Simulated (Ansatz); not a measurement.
# FH₁₀N₂Si₃ radical (built from SMILES F.[SiH3]N[SiH]N[SiH3]): search for a transition state, part 3 of 3

Ansatz 0.2.0, Gaussian basis; PBE0-D4.

**8. Relaxing after a step of 0.30 Å the other way along the mode**

Contents of downb/in.yaml:

```yaml
crystal:
  periodic: [false, false, false]
  atoms:
    - {symbol: Si, position_ang: [0.529287, 1.078811, 0.730287]}
    - {symbol: N, position_ang: [1.259152, -0.420197, 0.085494]}
    - {symbol: Si, position_ang: [0.934571, -0.904142, -1.555350]}
    - {symbol: N, position_ang: [-1.087393, 1.166628, 0.186343]}
    - {symbol: Si, position_ang: [-2.292805, 0.015179, 0.631021]}
    - {symbol: H, position_ang: [0.648612, 0.946308, 2.209777]}
    - {symbol: H, position_ang: [2.537047, 0.396398, 0.374934]}
    - {symbol: F, position_ang: [2.949099, 1.009846, 0.659590]}
    - {symbol: H, position_ang: [1.215328, -1.186526, 0.748081]}
    - {symbol: H, position_ang: [1.902423, -1.942598, -1.991247]}
    - {symbol: H, position_ang: [-0.441697, -1.451774, -1.677094]}
    - {symbol: H, position_ang: [1.069195, 0.305715, -2.406552]}
    - {symbol: H, position_ang: [-1.356971, 1.999782, -0.307778]}
    - {symbol: H, position_ang: [-1.564141, -1.166536, 1.165534]}
    - {symbol: H, position_ang: [-3.196262, 0.533349, 1.690463]}
    - {symbol: H, position_ang: [-3.105446, -0.380143, -0.543402]}
basis:
  gaussian: {orbitals: def2-TZVP}
magnetization: {spin_polarized: true, initial_magnetization: 1}
hamiltonian: {xc: pbe0, dispersion: d4}
relax: {f_tol: 0.005, max_steps: 200}
```

Run with:

```sh
> ansatz run in.yaml --threads 2 --pin off --events-out ev --progress --plain --max-ram 20480MiB --backend cuda --devices 0, --max-vram 18GiB
```

Log (excerpt; [...] marks lines left out):

```text
Functional definition: PBE0
  name "PBE0"
  cite "Adamo & Barone, J. Chem. Phys. 110, 6158 (1999) doi:10.1063/1.478522"
  cite "Perdew, Burke & Ernzerhof, Phys. Rev. Lett. 77, 3865 (1996) doi:10.1103/PhysRevLett.77.3865"
  parent pbe
[...]
1710 factors; their error is unknown
[...]
mean field -29479.64658938 eV, -1083.3570301375 hartree, gradient 6.1e-5 eV, S^2 0.751756; 0 other end points of the search recorded, 0 dependent functions left out
[...]
Atom 12 at    -0.352731     1.682563     0.059497 Å, force     0.000019    -0.000321     0.000170 eV/Å
Atom 13 at    -3.032794    -0.222573     1.282182 Å, force     0.000081    -0.000020    -0.000228 eV/Å
Atom 14 at    -3.093398     2.196976     1.126088 Å, force    -0.000179    -0.000118     0.000005 eV/Å
Atom 15 at    -3.087508     0.874014    -0.883265 Å, force     0.000110     0.000365     0.000077 eV/Å
Dipole moment:     0.086256    -0.437118     0.154263 e Å
```

Run time: 3.4 min. Hardware: 1 × a share of an NVIDIA H100 with 2 threads of AMD EPYC 7R13, shared host; peak host memory 0.99 GiB.

Step by step: (not every step is listed)

```
step  energy from step 1 (eV)  largest force component (eV/Å)
   1                   0.0000                         11.8391
   2                  -1.2422                          1.1881
   3                  -1.3628                          0.2896
   4                  -1.4050                          0.7496
   5                  -1.4300                          0.5659
   6                  -1.4598                          0.3427
   7                  -1.4753                          0.3523
   8                  -1.4838                          0.2357
   9                  -1.4900                          0.4750
  15                  -1.4996                          0.0862
  21                  -1.5060                          0.1419
  27                  -1.5359                          0.3682
  33                  -1.6125                          0.3069
  39                  -1.6305                          0.0392
  45                  -1.6317                          0.0076
  51                  -1.6325                          0.0310
  57                  -1.6337                          0.0089
  63                  -1.6350                          0.1030
  69                  -1.6387                          0.0235
  74                  -1.6404                          0.0095
  75                  -1.6404                          0.0111
  76                  -1.6404                          0.0073
  77                  -1.6404                          0.0083
  78                  -1.6404                          0.0062
  79                  -1.6404                          0.0015
```

Distances of close pairs at the start and the end, largest changes first:

```
   bond  before (Å)  after (Å)  change (Å)
  H7–F8       0.792      0.959      +0.167
 Si1–N2       1.788      1.769      -0.019
 N2–Si3       1.741      1.759      +0.018
 N4–H13       1.005      1.016      +0.010
 N4–Si5       1.725      1.732      +0.006
 Si1–H6       1.490      1.496      +0.006
Si5–H16       1.482      1.487      +0.005
Si3–H12       1.485      1.480      -0.005
```

**9. What the saddle joins**

```
  pair  start side (Å)  saddle (Å)  end side (Å)
Si1–F8           3.331       2.152         1.617
 N2–H7           1.696       1.223         1.010
Si1–N2           1.769       1.864         3.466
 H7–F8           0.959       1.203         2.277
```

**10. Results**

The summary covers parts 1 to 3.

```
                       quantity                                                     value
                 imaginary mode                                                 750i cm⁻¹
    barrier from the start side                                                  0.721 eV
      barrier from the end side                                                  1.207 eV
             energy of the step                                                 -0.486 eV
              pairs that change  Si1–F8 formed, N2–H7 formed, Si1–N2 broken, H7–F8 broken
zero-point energy at the saddle                                                  2.764 eV
```

One imaginary mode, 750i cm⁻¹, makes this a first-order saddle. Going downhill both ways gives the intended start and end. At PBE0-D4/def2-TZVP the electronic barrier is 0.721 eV, about 28 kT at 298 K, and the step runs 0.486 eV downhill. A step off the saddle overshot and began above it in energy, so the link to its end is likely but not proven.
